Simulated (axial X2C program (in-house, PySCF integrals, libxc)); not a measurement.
**Linear MoOH at several levels**

Aim: the two bond lengths and stretching wavenumbers of linear MoOH, with and without spin–orbit coupling, at PBE0, HF, LDA, MP2.

Computed with an in-house X2C program for linear molecules on PySCF integrals. Level: all-electron X2C, two-component (2c) or spin-free, Mo dyall-v3z, O dyall-av3z, H dyall-v3z.

All values are calculated.

2 further runs of the same task are left out: 2 set aside as unsound or not needed.

### Step 1. Set-up

task.json reads:

```json
{"zs": [42, 8, 1], "q": 0, "bas": ["dyall-v3z", "dyall-av3z", "dyall-v3z"], "r0": [2.01, 0.96], "symm": 0, "scan": ["PBE0", "HF", "LDA"], "levels": ["PBE0", "HF", "PBE"], "nst": 2}
```

Keys: zs atomic numbers; q charge; bas basis sets; r0 starting distance in Å; symm equal bonds; scan levels of the two-bond scan (MP2 follows by itself at each HF point); levels methods; nst determinants followed.

The run is started by

```bash
$ python solin.py task.json out
```

Masses Mo 97.905, O 15.995, H 1.008 u.

### Step 2. Scan at PBE0, 2c

State: Ω = 5/2 (beyond evenly filled blocks: ω = 5/2). Energies above the lowest point, from the job's result record:

| r(Mo–O) (Å) | r(O–H) (Å) | E (meV) |
| --- | --- | --- |
| 1.8427 | 0.9253 | 48.56 |
| 1.8427 | 0.9490 | 33.25 |
| 1.8427 | 0.9727 | 50.00 |
| 1.8900 | 0.9253 | 15.16 |
| 1.8900 | 0.9490 | 0.00 |
| 1.8900 | 0.9727 | 16.90 |
| 1.8900 | 0.9964 | 61.00 |
| 1.9372 | 0.9253 | 37.55 |
| 1.9372 | 0.9490 | 22.35 |
| 1.9372 | 0.9727 | 39.22 |
| 1.9845 | 0.9490 | 88.15 |
| 1.9845 | 0.9964 | 148.74 |

A quadratic surface with cubic terms in each bond gives the minimum at 1.893 and 0.948 Å, force constants 3.93, 9.2 and coupling 0.00 mdyn/Å.

### Step 3. Scan at HF, 2c

State: Ω = 5/2 (beyond evenly filled blocks: ω = 5/2). Energies above the lowest point, from the job's result record:

| r(Mo–O) (Å) | r(O–H) (Å) | E (meV) |
| --- | --- | --- |
| 1.8427 | 0.9253 | 109.43 |
| 1.8427 | 0.9490 | 119.81 |
| 1.8427 | 0.9727 | 162.52 |
| 1.8900 | 0.9253 | 23.10 |
| 1.8900 | 0.9490 | 33.59 |
| 1.8900 | 0.9727 | 76.40 |
| 1.8900 | 0.9964 | 146.67 |
| 1.9372 | 0.9253 | 0.00 |
| 1.9372 | 0.9490 | 10.41 |
| 1.9372 | 0.9727 | 53.15 |
| 1.9845 | 0.9490 | 37.26 |
| 1.9845 | 0.9964 | 149.74 |

A quadratic surface with cubic terms in each bond gives the minimum at 1.934 and 0.930 Å, force constants 3.66, 10.3 and coupling -0.01 mdyn/Å.

### Step 4. Scan at LDA, 2c

State: Ω = 5/2 (beyond evenly filled blocks: ω = 5/2). Energies above the lowest point, from the job's result record:

| r(Mo–O) (Å) | r(O–H) (Å) | E (meV) |
| --- | --- | --- |
| 1.8427 | 0.9253 | 33.34 |
| 1.8427 | 0.9490 | 0.49 |
| 1.8427 | 0.9727 | 0.00 |
| 1.8900 | 0.9253 | 39.06 |
| 1.8900 | 0.9490 | 6.41 |
| 1.8900 | 0.9727 | 6.13 |
| 1.8900 | 0.9964 | 33.38 |
| 1.9372 | 0.9253 | 98.09 |
| 1.9372 | 0.9490 | 65.46 |
| 1.9372 | 0.9727 | 65.21 |
| 1.9845 | 0.9490 | 165.96 |
| 1.9845 | 0.9964 | 192.77 |

A quadratic surface with cubic terms in each bond gives the minimum at 1.861 and 0.961 Å, force constants 4.34, 8.53 and coupling 0.00 mdyn/Å.

### Step 5. Comparison

| level | r(Mo–O) (Å) | r(O–H) (Å) | lower stretch (cm⁻¹) | upper stretch (cm⁻¹) |
| --- | --- | --- | --- | --- |
| PBE0, 2c | 1.893 | 0.948 | 678.1 | 4060.5 |
| HF, 2c | 1.934 | 0.930 | 654.1 | 4296.3 |
| LDA, 2c | 1.861 | 0.961 | 712.1 | 3911.8 |
| MP2, 2c | 1.896 | 0.953 | 669.5 | 3999.7 |
| PBE0, spin-free | 1.893 | 0.948 | 678.5 | 4060.1 |
| HF, spin-free | 1.934 | 0.930 | 654.5 | 4296.1 |
| LDA, spin-free | 1.861 | 0.961 | 712.4 | 3911.4 |
| MP2, spin-free | 1.896 | 0.953 | 670.2 | 4000.8 |

Scans not shown above were run alike.

In words: Over the levels the Mo–O bond spans 1.861 to 1.934 Å and the O–H bond 0.930 to 0.961 Å. At PBE0 spin–orbit coupling leaves both bonds unchanged to 0.001 Å. Each state is one determinant, the lowest of a limited PBE0 search; the stretches come from a fit to few points and are good to some per cent at best. MP2 freezes inner shells (threshold -2 hartree). The molecule was held linear; bending was not examined, so a bent shape may lie lower. Note: several unpaired electrons, one determinant need not be a pure state.
